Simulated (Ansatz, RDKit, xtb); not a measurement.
# C4H7ClSSi: ranking a sample of isomers

Which of a sample of isomers of C4H7ClSSi is the most stable in the gas at 298.15 K, and what are its properties? The sample is small against all isomers, and the most stable one of this formula need not be in it.

Plan: many cheap relaxations first (GFN2-xTB), then density-functional screening, relaxation at PBE0-D3(BJ)/def2-SVP, vibrations (at GFN2-xTB) and a final energy. The numbers are computed, not measured.

## 1. Candidates

Isomers were taken from a list of plausible structures; this is a sample, not all of them. That gives 8 candidates.

| label | SMILES | spin |
| --- | --- | --- |
| c046 | C#C[C@H](C)S[SiH2]Cl | singlet |
| c353 | S=C1C[SiH2][C@H](Cl)C1 | singlet |
| c373 | C=C(Cl)[SiH2][C@@H]1CS1 | singlet |
| c579 | C[Si](C)(Cl)C=C=S | singlet |
| c609 | Cl[SiH2]SCC1C=C1 | singlet |
| c726 | CSCC#C[SiH2]Cl | singlet |
| c924 | [SiH3]CCC(Cl)=C=S | singlet |
| c937 | C=C(Cl)[C@@H]1CS[SiH2]1 | singlet |

Candidates are built by distance geometry, with a force field where one applies, in up to four conformers (letters a to d).

**Question.** With final energies at CCSD(T)/def2-SVP + MP2/def2-TZVPP - MP2/def2-SVP, which structure will this search put lowest in free energy, and by what margin?

| quantity | value |
| --- | --- |
| lowest structure found | C[Si](C)(Cl)C=C=S, singlet |
| next finalist | C#C[C@H](C)S[SiH2]Cl, singlet, 29.2 kcal/mol higher in G |
| share at equilibrium, among the finalists | 100.0 % |

`C[Si](C)(Cl)C=C=S` comes out lowest. The margin of 29.2 kcal/mol over the next finalist is beyond the usual error of the last level; it says nothing of structures that weren't ranked. HF/STO-3G, r2SCAN-D4/def2-SVP, PBE0-D3(BJ)/def2-SVP, HF/def2-SVP and MP2/def2-SVP already put its bonding pattern lowest among the structures in one piece; GFN2-xTB favours the singlet C#C[C@H](C)S[SiH2]Cl. 4 minima inside the window were never screened. The search is not exhaustive (a finite list of starts, one conformer a finalist), so a lower isomer can't be ruled out. Only 8 drawn patterns were tried, so whole families of isomers are missing, and the result ranks this sample alone.
